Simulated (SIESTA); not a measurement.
# TaWSe4 (P-6m2) in SIESTA: reference runs, part 2 of 2

SIESTA 5.4.2. The steps go on from the part before.

## 3. Single point, PBEsol (atoms moved at random, drawn with an rms of 0.05 Å)

TaWSe4.fdf reads:

```
SystemName                      TaWSe4
SystemLabel                     TaWSe4
NumberOfSpecies                 3
NumberOfAtoms                   6
%block ChemicalSpeciesLabel
  1  74 W
  2  73 Ta
  3  34 Se
%endblock ChemicalSpeciesLabel

LatticeConstant                 1.0 Ang
%block LatticeVectors
     3.4025215766     0.0000000000     0.0000000000
    -1.7012607883     2.9466701222     0.0000000000
     0.0000000000     0.0000000000    13.5754970000
%endblock LatticeVectors
AtomicCoordinatesFormat         Fractional
%block AtomicCoordinatesAndAtomicSpecies
     0.6472210000     0.3185050000     0.0084830000  1  W
     0.6669480000     0.3273650000     0.5005270000  2  Ta
     0.3451190000     0.6636150000     0.3743270000  3  Se
     0.0040980000     0.0055640000     0.1178720000  3  Se
    -0.0015330000    -0.0206140000     0.8807450000  3  Se
     0.3287650000     0.6568830000     0.6251680000  3  Se
%endblock AtomicCoordinatesAndAtomicSpecies

%block kgrid.MonkhorstPack
    9   0   0  0.0
    0   9   0  0.0
    0   0   2  0.0
%endblock kgrid.MonkhorstPack
XC.Functional                   GGA
XC.Authors                      PBEsol
PAO.BasisSize                   DZP
PAO.EnergyShift                 0.003 Ry
Mesh.Cutoff                     800 Ry
OccupationFunction              FD
ElectronicTemperature           0.05 eV
MaxSCFIterations                120
SCF.MustConverge                false
SCF.Mixer.Method                Pulay
SCF.Mixer.Weight                0.25
SCF.Mixer.History               8
SCF.DM.Tolerance                5.0e-05
SCF.H.Tolerance                 1.0e-03 eV
WriteForces                     true
Charge.Mulliken                 end
%block PAO.Basis
  W 5
  n=5 0 2
    3.045 0.000
  n=6 0 2
    7.595 0.000
  n=5 1 2
    3.655 0.000
  n=6 1 1
    7.595
  n=5 2 2
    6.615 0.000
  Ta 5
  n=5 0 2
    3.138 0.000
  n=6 0 2
    7.687 0.000
  n=5 1 2
    3.782 0.000
  n=6 1 1
    7.687
  n=5 2 2
    7.138 0.000
  Se 4
  n=4 0 2
    5.129 0.000
  n=4 1 2
    6.708 0.000
  n=3 2 2
    2.662 0.000
  n=4 2 1
    6.708
%endblock PAO.Basis
```

Potentials or basis: PseudoDojo 0.4 standard (PBEsol files), DZP (energy shift 0.003 Ry; two zetas on semicore shells).

Started as:

```console
$ siesta < TaWSe4.fdf > TaWSe4.out 2>&1
```

TaWSe4.out:

```text
Version         : 5.4.2

[... 6 lines left out ...]
 NOTE: Please see the manual for full details and compatibility measures.

reinit: Reading from standard input
reinit: Dumping input in INPUT_TMP.80396
************************** Dump of input data file ****************************
SystemName                      TaWSe4
SystemLabel                     TaWSe4
NumberOfSpecies                 3
NumberOfAtoms                   6
%block ChemicalSpeciesLabel
  1  74 W
  2  73 Ta
  3  34 Se
%endblock ChemicalSpeciesLabel
LatticeConstant                 1.0 Ang
%block LatticeVectors
     3.4025215766     0.0000000000     0.0000000000
    -1.7012607883     2.9466701222     0.0000000000
     0.0000000000     0.0000000000    13.5754970000
%endblock LatticeVectors
AtomicCoordinatesFormat         Fractional
%block AtomicCoordinatesAndAtomicSpecies
     0.6472210000     0.3185050000     0.0084830000  1  W
     0.6669480000     0.3273650000     0.5005270000  2  Ta
     0.3451190000     0.6636150000     0.3743270000  3  Se
     0.0040980000     0.0055640000     0.1178720000  3  Se
    -0.0015330000    -0.0206140000     0.8807450000  3  Se
     0.3287650000     0.6568830000     0.6251680000  3  Se
[... 1056 lines left out ...]

Species: Ta
Atom  Qatom  Qorb
               5s      5s      6s      6s      5py     5pz     5px     5py
               5pz     5px     6py     6pz     6px     5dxy    5dyz    5dz2
               5dxz    5dx2-y2 5dxy    5dyz    5dz2    5dxz    5dx2-y2
   2 11.877   1.881   0.038   0.072   0.126   1.920   1.921   1.920   0.065
              0.061   0.065   0.135   0.168   0.135   0.708   0.492   0.709

              0.490   0.706  -0.046   0.204  -0.053   0.206  -0.045

Species: Se
Atom  Qatom  Qorb
               4s      4s      4py     4pz     4px     4py     4pz     4px
               3dxy    3dyz    3dz2    3dxz    3dx2-y2 3dxy    3dyz    3dz2
               3dxz    3dx2-y2 4dxy    4dyz    4dz2    4dxz    4dx2-y2
   3 16.565   1.836   0.032   1.567   1.556   1.566  -0.131  -0.057  -0.134
              2.004   2.003   2.004   2.003   2.004   0.000   0.001   0.000

              0.001   0.000   0.054   0.067   0.067   0.067   0.054
   4 16.436   1.825   0.036   1.362   1.554   1.341  -0.013  -0.024   0.011
              2.005   2.003   2.004   2.004   2.004  -0.001   0.001   0.001
[... 5 lines left out ...]
              0.004   0.002   0.052   0.066   0.066   0.065   0.052
   6 16.581   1.837   0.030   1.570   1.568   1.568  -0.134  -0.060  -0.129
              2.004   2.003   2.004   2.004   2.004  -0.000   0.001   0.000

              0.001  -0.000   0.054   0.066   0.068   0.067   0.054

mulliken: Qtot =       91.000

Mulliken Atomic Populations:
Atom #   charge [q] valence [e]  Species
     1     0.821849   13.178151  W
     2     1.122588   11.877412  Ta
     3    -0.565316   16.565316  Se
     4    -0.436103   16.436103  Se
     5    -0.362372   16.362372  Se
     6    -0.580646   16.580646  Se
 Total    -0.000000

Job completed
```

It took 1.9 min on 1 thread of AMD EPYC 9R45 (Zen 5), shared host; peak memory 0.63 GiB.

What came out:

- Free energy: -17016.9590 eV
- Pressure: 1.5 GPa
- Largest force: 3.874 eV/Å
- Band gap on the k mesh: none (metal or under the smearing width)

Forces in eV/Å, atoms in the order of the input:
```
W    1.100  0.602 -3.666
Ta   0.146 -0.022 -0.289
Se  -0.191 -0.037 -0.011
Se  -0.615 -0.691  3.316
Se  -0.482  0.090  0.374
Se   0.043  0.058  0.276
```

Stress tensor (GPa, compression positive):
```
 0.97  0.58  0.32
 0.58 -0.22 -1.16
 0.32 -1.16  3.83
```

Caveat: short orbitals over semicore shells can move pressures by several GPa; the basis of atomic orbitals isn't converged, which shifts pressures, moduli and gaps. Spin-orbit coupling is left out, which matters for the levels of Ta, W.
